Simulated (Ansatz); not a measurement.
**Ca3BiP (Pm-3m): comparison of functionals at one structure in Python**

How far apart do the functionals lie for Ca3BiP (Pm-3m) at one structure? Wanted for Ca3BiP (Pm-3m): a comparison of functionals at one structure.

All numbers are computed with Ansatz 0.2.0 through its Python package. The levels of theory stand in the script.

### 1 The structure

Symmetry: Pm-3m, No. 221, cubic system. Conventional cell: a = 5.417 Å, b = 5.417 Å, c = 5.417 Å, α = 90.00°, β = 90.00°, γ = 90.00°. Ca (site symmetry 4/mmm) has 2 P at 2.71 Å as nearest neighbours. Bi (site symmetry m-3m) has 12 Ca at 3.83 Å as nearest neighbours. Around P (site symmetry m-3m) lie 6 Ca at 2.71 Å.

No structure file is read: the coordinates are typed or built in the script.

### 2 The code

The input, ca3bip.py:

```python
# -*- coding: utf-8 -*-
'''One structure of Ca3BiP under several functionals.'''

import warnings

import ansatz as az
from tabulate import tabulate

warnings.simplefilter('ignore', az.DeckWarning)

cell = (
    az.Lattice.of((5.417466, 0.0, 0.0), (0.0, 5.417466, 0.0), (0.0, 0.0, 5.417466))
    .atom('Ca', (0.0, 0.5, 0.5))
    .atom('Ca', (0.5, 0.0, 0.5))
    .atom('Ca', (0.5, 0.5, 0.0))
    .atom('Bi', (0.0, 0.0, 0.0))
    .atom('P', (0.5, 0.5, 0.5))
)

job = (
    cell.calculation()
    .kpoints(5, center='gamma')
    .occupations('Fermi-Dirac', width=100 * az.meV)
    .forces()
    .stress()
)

rows = []
for value in ['pbesol', 'r2scan', 'blyp']:
    r = job.functional(value).run(threads=1, pin='off').report
    rows.append((value, r['free_energy_ev'] / len(r['lattice']['sites']), r['n_iterations'], sum(r['stress_gpa'][i][i] for i in range(3)) / 3, max(abs(f) for row in r['forces_ev_ang'] for f in row), r['n_kpoints']))

print(tabulate(rows, headers=['functional', 'F/atom (eV)', 'iterations', 'P (GPa)', 'max force (eV/A)', 'k-points'], floatfmt='.4f', tablefmt='simple'))
```

### 3 The calls as engine input

The package turns the script's settings into the engine's input (first run):

```yaml
crystal:
  lattice:
    - [5.417466, 0.0, 0.0]
    - [0.0, 5.417466, 0.0]
    - [0.0, 0.0, 5.417466]
  atoms:
    - { symbol: Ca, position: [0.0, 0.5, 0.5] }
    - { symbol: Ca, position: [0.5, 0.0, 0.5] }
    - { symbol: Ca, position: [0.5, 0.5, 0.0] }
    - { symbol: Bi, position: [0.0, 0.0, 0.0] }
    - { symbol: P, position: [0.5, 0.5, 0.5] }
kpoints:
  mp_grid:
    grid: [5, 5, 5]
    shift: [0.0, 0.0, 0.0]
hamiltonian:
  xc: pbesol
scf:
  occupations:
    method: fermi_dirac
    width: 0.1
output:
  forces: true
  stress: true
```

### 4 Running it

Command:

```
python ca3bip.py
```

**Question.** Rank the functionals by the pressure that they give at this structure. What does the order say about their lattices?

**Answer**, as computed:

```
             quantity                            value
        runs compared                                3
pressure at this cell  -1.3 (pbesol) to 1.3 GPa (blyp)
```

In words: From lowest to highest: PBEsol (-1.3 GPa), r2SCAN (-0.2 GPa) and BLYP (1.3 GPa). At a fixed cell a lower pressure usually means a smaller equilibrium volume, so PBEsol prefers the smallest cell and BLYP the largest. Caveats:
- Forces vanish by symmetry here and test nothing.
- Pressure is positive in compression.
- Spin-orbit coupling, which matters for elements this heavy, is left out.
- This cell is a computed structure, which may not be the phase found in nature.
- Total energies of different functionals can't be compared; pressures, moments and gaps at this one structure can.
